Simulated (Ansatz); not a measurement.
**CdIn: a line through a two-coordinate scan**

Method: DFT PBEsol, scalar-relativistic, plane waves, PAW, in Ansatz 0.2.0.

## 1. The starting structure

It takes space group P-6m2 (No. 187, hexagonal). The conventional cell has a = 3.217 Å, b = 3.217 Å, c = 5.283 Å, α = 90.00°, β = 90.00°, γ = 120.00°. Around Cd (site symmetry -6m2) lie 6 Cd at 3.22 Å and 6 In at 3.23 Å. In (site symmetry -6m2) has 6 In at 3.22 Å and 6 Cd at 3.23 Å as nearest neighbours.

As a file:

```
Cd In
1.0
     3.21732    0.00000    0.00000
    -1.60866    2.78628    0.00000
     0.00000    0.00000    5.28259
Cd In
1 1
Direct
  0.00000 0.00000 0.50000
  0.66667 0.33333 0.00000
```

It goes back to a database entry, which need not be the stable form.

It is the result of an earlier relaxation at this level (volume 23.68 Å³/atom; gap on the mesh: none (metal)).

## 2. What is varied

The energy is mapped over the lattice constants a and c of the conventional cell.

The axes are (1) lattice constant a (and b): 5 values from 3.057 to 3.378 Å; (2) lattice constant c: 5 values from 4.860 to 5.705 Å.

Nothing else is relaxed (symmetry fixes all fractional coordinates). Energies count from the relaxed crystal. Points are written as (first, second).

## 3. Grid point (3.057 Å, 5.705 Å)

input.yaml

```yaml
crystal:
  lattice:
    - [3.0565, 0.0, 0.0]
    - [-1.52825, 2.6470066467, 0.0]
    - [0.0, 0.0, 5.7052]
  atoms:
    - { symbol: Cd, position: [0.0, 0.0, 0.5] }
    - { symbol: In, position: [0.6666666667, 0.3333333333, 0.0] }
basis:
  ecutwfc: 420
kpoints:
  mp_grid: { grid: [18, 18, 8] }
hamiltonian:
  xc: pbesol
scf:
  occupations: { method: gaussian, width: 0.15 }
output:
  forces: true
  stress: true
  eigenvalues: true
  write_density: true
  write_potential: true
  elf: true
  volumetric_format: npy
```

Run with:

```
$ ansatz run input.yaml --threads 1 --pin off --max-ram 2048MiB --backend cpu --events-out ev --progress --plain --runs-dir out
```

**Question.** How long does this run take on 1 thread of Arm Neoverse V2, shared host, and how much memory does it need?

About 19 s, with a peak of 0.44 GiB.
